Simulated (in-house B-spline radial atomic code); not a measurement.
# Ta³⁴⁺: excited configurations in jj coupling

Aim: the energies of several excited configurations of Ta³⁴⁺ above a reference configuration, each from its own self-consistent run.

The numbers are computed with in-house B-spline radial atomic code version 1 (Dirac-Hartree-Fock, average of configuration, Fermi nucleus, basis-set limit), except any that are marked as measured or tabulated.

**1. What is computed**

| Quantity | Value |
| --- | --- |
| element | tantalum (Z = 73) |
| charge | +34 |
| electrons | 39 |
| configuration | 1s2 2s2 2p6 3s2 3p6 3d10 4s2 4p6 4d-3 |
| Hamiltonian | Dirac-Coulomb |
| nucleus | Fermi, rms radius 5.351 fm |

In configurations, a minus sign after the shell means j = l − 1/2 and a plus sign j = l + 1/2; the count of electrons follows.

Settings, as recorded:

```ini
Z = 73
electrons = 39.0
configuration = 1s2 2s2 2p6 3s2 3p6 3d10 4s2 4p6 4d-3
hamiltonian = dirac
method = hf
spin_polarised = False
nucleus = fermi
rms_radius = 5.3507
mass_number = 181
atomic_mass = 180.947998528
speed_of_light = 137.035999084
```

The reference is known from an earlier run: -14975.083061 hartree in all. Up to eight levels, counted from the top:

```tsv
orbital	occupation	energy (eV)	<r> (bohr)
3p1/2	2	-3876.18	0.1921
3p3/2	4	-3590.72	0.2057
3d3/2	4	-3197.01	0.1804
3d5/2	6	-3130.62	0.1847
4s1/2	2	-1788.69	0.4191
4p1/2	2	-1687.76	0.4177
4p3/2	4	-1591.63	0.4392
4d3/2	3	-1436.59	0.4306
```

**2. Run with 1s2 2s2 2p6 3s2 3p6 3d10 4s2 4p-1 4p+4 4d-3 7g+1**

Changes to the settings of step 1:

```diff
@@ -2,3 +2,3 @@
 electrons = 39.0
-configuration = 1s2 2s2 2p6 3s2 3p6 3d10 4s2 4p6 4d-3
+configuration = 1s2 2s2 2p6 3s2 3p6 3d10 4s2 4p-1 4p+4 4d-3 7g+1
 hamiltonian = dirac
```

Main fields of the result record, rounded:

```text
status: converged
iterations: 8
energy [hartree]: {"total": -14925.9271326, "kinetic": 16825.8140324, "nuclear": -35086.447825, "coulomb": 3587.38820336, "exact_exchange": -252.681543281}
breit [hartree]: {"gaunt": 18.03828, "retardation": -1.888808, "frequency_dependence": -0.3145625}
qed [hartree]: {"self_energy": 13.31048, "uehling": -2.459767, "wichmann_kroll": 0.09568366}
recoil [hartree]: 0.02907426
total_with_corrections [hartree]: -14899.1167547
orbitals [hartree, bohr; first row names the columns]:
  - ["name", "occ", "eps", "<r>"]
  - ["1s1/2", 2.0, -2546.1392, 0.018663]
  - ["2s1/2", 2.0, -486.23119, 0.078247]
  - ["2p1/2", 2.0, -466.17466, 0.064935]
  - ["2p3/2", 4.0, -419.29586, 0.072693]
  - ["3s1/2", 2.0, -152.95244, 0.20176]
  - ["3p1/2", 2.0, -144.09836, 0.19218]
  - ["3p3/2", 4.0, -133.67151, 0.20541]
  - ["3d3/2", 4.0, -119.22933, 0.1801]
  - ["3d5/2", 6.0, -116.80408, 0.18446]
  - ["4s1/2", 2.0, -66.852011, 0.41726]
  - ["4p1/2", 1.0, -63.387468, 0.41508]
  - ["4p3/2", 4.0, -59.700674, 0.43675]
  - ["4d3/2", 3.0, -53.897692, 0.42766]
  - ["7g9/2", 1.0, -12.830303, 1.7525]
sum_r [bohr^k]: {"-1": 480.6634, "1": 10.08319, "2": 6.375587}
energy_minus_base [hartree]: 49.1559282
energy_minus_base_with_corrections [hartree]: 49.0702893
```

Run time: 0.62 s. Hardware: 1 thread, shared host.

energy_minus_base is the energy less that of the reference run.

**3. Run with 1s2 2s2 2p6 3s2 3p6 3d10 4s2 4p-2 4p+3 4d-1 4d+2 5f-1**

Changes to the settings of step 2:

```diff
@@ -2,3 +2,3 @@
 electrons = 39.0
-configuration = 1s2 2s2 2p6 3s2 3p6 3d10 4s2 4p-1 4p+4 4d-3 7g+1
+configuration = 1s2 2s2 2p6 3s2 3p6 3d10 4s2 4p-2 4p+3 4d-1 4d+2 5f-1
 hamiltonian = dirac
```

Result record:

```text
status: converged
iterations: 8
energy [hartree]: {"total": -14942.5327044, "kinetic": 16847.1801499, "nuclear": -35154.1820128, "coulomb": 3616.10050353, "exact_exchange": -251.631345039}
breit [hartree]: {"gaunt": 18.04609, "retardation": -1.889904, "frequency_dependence": -0.3104804}
qed [hartree]: {"self_energy": 13.31014, "uehling": -2.460515, "wichmann_kroll": 0.09571679}
recoil [hartree]: 0.02901921
total_with_corrections [hartree]: -14915.7126351
orbitals [hartree, bohr; first row names the columns]:
  - ["name", "occ", "eps", "<r>"]
  - ["1s1/2", 2.0, -2545.2534, 0.018663]
  - ["2s1/2", 2.0, -485.37943, 0.078248]
  - ["2p1/2", 2.0, -465.29179, 0.064912]
  - ["2p3/2", 4.0, -418.47454, 0.072705]
  - ["3s1/2", 2.0, -152.12782, 0.20185]
  - ["3p1/2", 2.0, -143.34089, 0.19193]
  - ["3p3/2", 4.0, -132.82537, 0.20584]
  - ["3d3/2", 4.0, -118.31226, 0.18031]
  - ["3d5/2", 6.0, -116.03638, 0.18449]
  - ["4s1/2", 2.0, -66.183937, 0.41774]
  - ["4p1/2", 2.0, -62.274579, 0.41637]
  - ["4p3/2", 3.0, -59.233327, 0.43695]
  - ["4d3/2", 1.0, -53.346633, 0.42853]
  - ["4d5/2", 2.0, -52.611258, 0.43465]
  - ["5f5/2", 1.0, -27.423823, 0.78462]
sum_r [bohr^k]: {"-1": 481.5913, "1": 9.115096, "2": 3.591073}
energy_minus_base [hartree]: 32.5503564
energy_minus_base_with_corrections [hartree]: 32.4744089
```

It took 0.61 s on 1 thread, shared host.

**4. 1s2 2s2 2p6 3s2 3p6 3d10 4s2 4p-1 4p+4 4d-2 4d+1 6d-1**

Changes to the settings of step 3:

```diff
@@ -2,3 +2,3 @@
 electrons = 39.0
-configuration = 1s2 2s2 2p6 3s2 3p6 3d10 4s2 4p-2 4p+3 4d-1 4d+2 5f-1
+configuration = 1s2 2s2 2p6 3s2 3p6 3d10 4s2 4p-1 4p+4 4d-2 4d+1 6d-1
 hamiltonian = dirac
```

Result record:

```text
status: converged
iterations: 8
energy [hartree]: {"total": -14932.9218041, "kinetic": 16831.8061548, "nuclear": -35109.7556313, "coulomb": 3596.54804, "exact_exchange": -251.520367596}
breit [hartree]: {"gaunt": 18.03333, "retardation": -1.8905, "frequency_dependence": -0.3149126}
qed [hartree]: {"self_energy": 13.3117, "uehling": -2.459717, "wichmann_kroll": 0.09568173}
recoil [hartree]: 0.02906158
total_with_corrections [hartree]: -14906.1171634
orbitals [hartree, bohr; first row names the columns]:
  - ["name", "occ", "eps", "<r>"]
  - ["1s1/2", 2.0, -2545.8173, 0.018663]
  - ["2s1/2", 2.0, -485.91522, 0.078249]
  - ["2p1/2", 2.0, -465.81278, 0.064932]
  - ["2p3/2", 4.0, -419.0046, 0.072697]
  - ["3s1/2", 2.0, -152.68076, 0.20179]
  - ["3p1/2", 2.0, -143.80949, 0.1922]
  - ["3p3/2", 4.0, -133.40842, 0.20548]
  - ["3d3/2", 4.0, -118.89234, 0.18018]
  - ["3d5/2", 6.0, -116.56359, 0.18448]
  - ["4s1/2", 2.0, -66.620801, 0.41738]
  - ["4p1/2", 1.0, -62.993252, 0.41533]
  - ["4p3/2", 4.0, -59.548596, 0.43678]
  - ["4d3/2", 2.0, -53.655681, 0.42757]
  - ["4d5/2", 1.0, -53.124581, 0.4338]
  - ["6d3/2", 1.0, -20.354804, 1.2134]
sum_r [bohr^k]: {"-1": 480.9827, "1": 9.551459, "2": 4.552288}
energy_minus_base [hartree]: 42.1612567
energy_minus_base_with_corrections [hartree]: 42.0698806
```

Wall time 0.61 s (1 thread, shared host).

Radial density 4πr²n(r) and radial functions P(r) = rR(r):

```tsv
r (bohr)	4πr²n	4p3/2	4d5/2	6d3/2
0.00174	16.94	0.0086	0.0001	0.0001
0.00262	29.80	0.0183	0.0002	0.0002
0.00395	49.17	0.0384	0.0007	0.0006
0.00596	73.67	0.0787	0.0023	0.0017
0.00898	95.70	0.1548	0.0071	0.0047
0.0135	103.0	0.2858	0.0211	0.0130
0.0204	93.98	0.4836	0.0609	0.0351
0.0308	96.00	0.6973	0.1612	0.0883
0.0464	125.3	0.7477	0.3770	0.1973
0.0700	124.7	0.3397	0.7358	0.3655
0.105	99.39	-0.5518	1.0633	0.4820
0.159	117.7	-1.0929	0.8413	0.2653
0.240	67.12	-0.0405	-0.3569	-0.3749
0.362	37.49	1.6137	-1.6269	-0.5309
0.545	19.66	1.4334	-1.3903	0.5380
0.822	1.176	0.3381	-0.3744	0.3495
1.24	1.326	0.0152	-0.0219	-1.1503
1.87	0.2056	0.0001	-0.0001	-0.4534
2.82	0.0002233	0.0000	0.0000	-0.0149
4.25	3.160e-11	0.0000	0.0000	0.0000
```

On the record's full grid the radial density has clear maxima near r = 0.013, 0.057, 0.16, 1.2 bohr.

**5. Configuration 1s2 2s2 2p6 3s2 3p6 3d10 4s2 4p-2 4p+3 4d-2 4d+1 5g+1**

Changes to the settings of step 4:

```diff
@@ -2,3 +2,3 @@
 electrons = 39.0
-configuration = 1s2 2s2 2p6 3s2 3p6 3d10 4s2 4p-1 4p+4 4d-2 4d+1 6d-1
+configuration = 1s2 2s2 2p6 3s2 3p6 3d10 4s2 4p-2 4p+3 4d-2 4d+1 5g+1
 hamiltonian = dirac
```

Result record:

```text
status: converged
iterations: 8
energy [hartree]: {"total": -14941.0445828, "kinetic": 16847.0058828, "nuclear": -35151.9706953, "coulomb": 3615.79575063, "exact_exchange": -251.875520925}
breit [hartree]: {"gaunt": 18.05374, "retardation": -1.888726, "frequency_dependence": -0.3101118}
qed [hartree]: {"self_energy": 13.3091, "uehling": -2.460567, "wichmann_kroll": 0.09571884}
recoil [hartree]: 0.02905899
total_with_corrections [hartree]: -14914.2163687
orbitals [hartree, bohr; first row names the columns]:
  - ["name", "occ", "eps", "<r>"]
  - ["1s1/2", 2.0, -2545.287, 0.018663]
  - ["2s1/2", 2.0, -485.43478, 0.078249]
  - ["2p1/2", 2.0, -465.39233, 0.064918]
  - ["2p3/2", 4.0, -418.49951, 0.072704]
  - ["3s1/2", 2.0, -152.15715, 0.20179]
  - ["3p1/2", 2.0, -143.37921, 0.19189]
  - ["3p3/2", 4.0, -132.84659, 0.20575]
  - ["3d3/2", 4.0, -118.39481, 0.18017]
  - ["3d5/2", 6.0, -116.04012, 0.18445]
  - ["4s1/2", 2.0, -66.122427, 0.41759]
  - ["4p1/2", 2.0, -62.373333, 0.41602]
  - ["4p3/2", 3.0, -59.096261, 0.43698]
  - ["4d3/2", 2.0, -53.296406, 0.42816]
  - ["4d5/2", 1.0, -52.551518, 0.43463]
  - ["5g9/2", 1.0, -25.194389, 0.74153]
sum_r [bohr^k]: {"-1": 481.561, "1": 9.062864, "2": 3.486557}
energy_minus_base [hartree]: 34.038478
energy_minus_base_with_corrections [hartree]: 33.9706753
```

It took 0.61 s on 1 thread, shared host.

**6. Configuration 1s2 2s2 2p6 3s2 3p6 3d-3 3d+6 4s2 4p6 4d-2 4d+1 5d-1**

Changes to the settings of step 5:

```diff
@@ -2,3 +2,3 @@
 electrons = 39.0
-configuration = 1s2 2s2 2p6 3s2 3p6 3d10 4s2 4p-2 4p+3 4d-2 4d+1 5g+1
+configuration = 1s2 2s2 2p6 3s2 3p6 3d-3 3d+6 4s2 4p6 4d-2 4d+1 5d-1
 hamiltonian = dirac
```

Result record:

```text
status: converged
iterations: 8
energy [hartree]: {"total": -14888.0777118, "kinetic": 16794.4518738, "nuclear": -34987.6291945, "coulomb": 3552.64478615, "exact_exchange": -247.545177262}
breit [hartree]: {"gaunt": 17.99098, "retardation": -1.888779, "frequency_dependence": -0.3151147}
qed [hartree]: {"self_energy": 13.32513, "uehling": -2.461617, "wichmann_kroll": 0.09576183}
recoil [hartree]: 0.02906585
total_with_corrections [hartree]: -14861.3022881
orbitals [hartree, bohr; first row names the columns]:
  - ["name", "occ", "eps", "<r>"]
  - ["1s1/2", 2.0, -2547.6522, 0.018664]
  - ["2s1/2", 2.0, -487.88888, 0.07822]
  - ["2p1/2", 2.0, -467.73623, 0.064875]
  - ["2p3/2", 4.0, -421.02389, 0.072668]
  - ["3s1/2", 2.0, -153.68946, 0.20109]
  - ["3p1/2", 2.0, -144.73617, 0.19121]
  - ["3p3/2", 4.0, -134.42182, 0.20455]
  - ["3d3/2", 3.0, -120.19089, 0.17855]
  - ["3d5/2", 6.0, -117.84918, 0.18329]
  - ["4s1/2", 2.0, -66.87399, 0.41512]
  - ["4p1/2", 2.0, -63.005479, 0.41331]
  - ["4p3/2", 4.0, -59.644735, 0.4343]
  - ["4d3/2", 2.0, -53.877255, 0.42433]
  - ["4d5/2", 1.0, -53.211418, 0.43062]
  - ["5d3/2", 1.0, -30.817876, 0.78026]
sum_r [bohr^k]: {"-1": 479.3097, "1": 9.30598, "2": 3.703375}
energy_minus_base [hartree]: 87.005349
energy_minus_base_with_corrections [hartree]: 86.8847559
```

Run time: 0.54 s. Hardware: 1 thread, shared host.

**7. 1s2 2s2 2p6 3s2 3p6 3d10 4s2 4p6 4d-2 4d+1**

Changes to the settings of step 6:

```diff
@@ -2,3 +2,3 @@
 electrons = 39.0
-configuration = 1s2 2s2 2p6 3s2 3p6 3d-3 3d+6 4s2 4p6 4d-2 4d+1 5d-1
+configuration = 1s2 2s2 2p6 3s2 3p6 3d10 4s2 4p6 4d-2 4d+1
 hamiltonian = dirac
```

Result record:

```text
status: converged
iterations: 8
energy [hartree]: {"total": -14974.4011694, "kinetic": 16881.6196286, "nuclear": -35253.0003983, "coulomb": 3652.57531768, "exact_exchange": -255.595717331}
breit [hartree]: {"gaunt": 18.11885, "retardation": -1.90065, "frequency_dependence": -0.3138309}
qed [hartree]: {"self_energy": 13.31308, "uehling": -2.460147, "wichmann_kroll": 0.09570459}
recoil [hartree]: 0.02905711
total_with_corrections [hartree]: -14947.5191056
orbitals [hartree, bohr; first row names the columns]:
  - ["name", "occ", "eps", "<r>"]
  - ["1s1/2", 2.0, -2543.9388, 0.018663]
  - ["2s1/2", 2.0, -484.28642, 0.078263]
  - ["2p1/2", 2.0, -464.19249, 0.064933]
  - ["2p3/2", 4.0, -417.35402, 0.072714]
  - ["3s1/2", 2.0, -151.26976, 0.20195]
  - ["3p1/2", 2.0, -142.45816, 0.19208]
  - ["3p3/2", 4.0, -131.99066, 0.2057]
  - ["3d3/2", 4.0, -117.45206, 0.18042]
  - ["3d5/2", 6.0, -115.11575, 0.18471]
  - ["4s1/2", 2.0, -65.746777, 0.41903]
  - ["4p1/2", 2.0, -61.871878, 0.41774]
  - ["4p3/2", 4.0, -58.582913, 0.43907]
  - ["4d3/2", 2.0, -52.785112, 0.43058]
  - ["4d5/2", 1.0, -52.109741, 0.4369]
sum_r [bohr^k]: {"-1": 482.9449, "1": 8.78324, "2": 3.119785}
energy_minus_base [hartree]: 0.68189136
energy_minus_base_with_corrections [hartree]: 0.667938389
```

Wall time 0.45 s (1 thread, shared host).

**8. Configuration 1s2 2s2 2p6 3s2 3p6 3d10 4s2 4p6 4d-1 4d+2**

Changes to the settings of step 7:

```diff
@@ -2,3 +2,3 @@
 electrons = 39.0
-configuration = 1s2 2s2 2p6 3s2 3p6 3d10 4s2 4p6 4d-2 4d+1
+configuration = 1s2 2s2 2p6 3s2 3p6 3d10 4s2 4p6 4d-1 4d+2
 hamiltonian = dirac
```

Result record:

```text
status: converged
iterations: 8
energy [hartree]: {"total": -14973.753515, "kinetic": 16879.6755165, "nuclear": -35249.40512, "coulomb": 3651.26644868, "exact_exchange": -255.290360203}
breit [hartree]: {"gaunt": 18.10525, "retardation": -1.900622, "frequency_dependence": -0.3142667}
qed [hartree]: {"self_energy": 13.31483, "uehling": -2.460167, "wichmann_kroll": 0.09570534}
recoil [hartree]: 0.02905617
total_with_corrections [hartree]: -14946.8837368
orbitals [hartree, bohr; first row names the columns]:
  - ["name", "occ", "eps", "<r>"]
  - ["1s1/2", 2.0, -2543.9888, 0.018663]
  - ["2s1/2", 2.0, -484.32558, 0.078262]
  - ["2p1/2", 2.0, -464.18495, 0.064927]
  - ["2p3/2", 4.0, -417.42266, 0.072715]
  - ["3s1/2", 2.0, -151.29522, 0.20194]
  - ["3p1/2", 2.0, -142.4687, 0.19205]
  - ["3p3/2", 4.0, -132.02443, 0.20572]
  - ["3d3/2", 4.0, -117.4155, 0.18046]
  - ["3d5/2", 6.0, -115.18288, 0.18467]
  - ["4s1/2", 2.0, -65.760079, 0.41899]
  - ["4p1/2", 2.0, -61.719368, 0.41783]
  - ["4p3/2", 4.0, -58.674361, 0.43889]
  - ["4d3/2", 1.0, -52.776322, 0.43054]
  - ["4d5/2", 2.0, -52.13534, 0.4368]
sum_r [bohr^k]: {"-1": 482.8957, "1": 8.788573, "2": 3.12496}
energy_minus_base [hartree]: 1.32954578
energy_minus_base_with_corrections [hartree]: 1.30330718
```

Wall time 0.46 s (1 thread, shared host).

**9. All configurations in order**

| net move | configuration | energy above the reference (eV) | with Breit, QED, recoil (eV) | largest <r> (bohr) |
| --- | --- | --- | --- | --- |
| 4d3/2 → 4d5/2 | 1s2 2s2 2p6 3s2 3p6 3d10 4s2 4p6 4d-2 4d+1 | 18.555 | 18.176 | 0.439 |
| 2×4d3/2 → 2×4d5/2 | 1s2 2s2 2p6 3s2 3p6 3d10 4s2 4p6 4d-1 4d+2 | 36.179 | 35.465 | 0.439 |
| 2×4d3/2, 4p3/2 → 2×4d5/2, 5f5/2 | 1s2 2s2 2p6 3s2 3p6 3d10 4s2 4p-2 4p+3 4d-1 4d+2 5f-1 | 885.74 | 883.67 | 0.785 |
| 4d3/2, 4p3/2 → 4d5/2, 5g9/2 | 1s2 2s2 2p6 3s2 3p6 3d10 4s2 4p-2 4p+3 4d-2 4d+1 5g+1 | 926.23 | 924.39 | 0.742 |
| 4d3/2, 4p1/2 → 4d5/2, 6d3/2 | 1s2 2s2 2p6 3s2 3p6 3d10 4s2 4p-1 4p+4 4d-2 4d+1 6d-1 | 1147.27 | 1144.78 | 1.21 |
| 4p1/2 → 7g9/2 | 1s2 2s2 2p6 3s2 3p6 3d10 4s2 4p-1 4p+4 4d-3 7g+1 | 1337.60 | 1335.27 | 1.75 |
| 3d3/2, 4d3/2 → 4d5/2, 5d3/2 | 1s2 2s2 2p6 3s2 3p6 3d-3 3d+6 4s2 4p6 4d-2 4d+1 5d-1 | 2367.54 | 2364.25 | 0.780 |

**Reading.** The energies run from 18.555 eV (4d3/2 → 4d5/2) to 2367.54 eV (3d3/2, 4d3/2 → 4d5/2, 5d3/2). Koopmans' estimate of the ionisation threshold is 1436.59 eV; 1 configuration exceeds it by over 2 % and could autoionise. Two partly filled shells share a symmetry and can mix in the average, which may lower the energy, for: 4d3/2, 4p1/2 → 4d5/2, 6d3/2; 3d3/2, 4d3/2 → 4d5/2, 5d3/2. These are averages over configurations, without correlation, not spectroscopic levels.
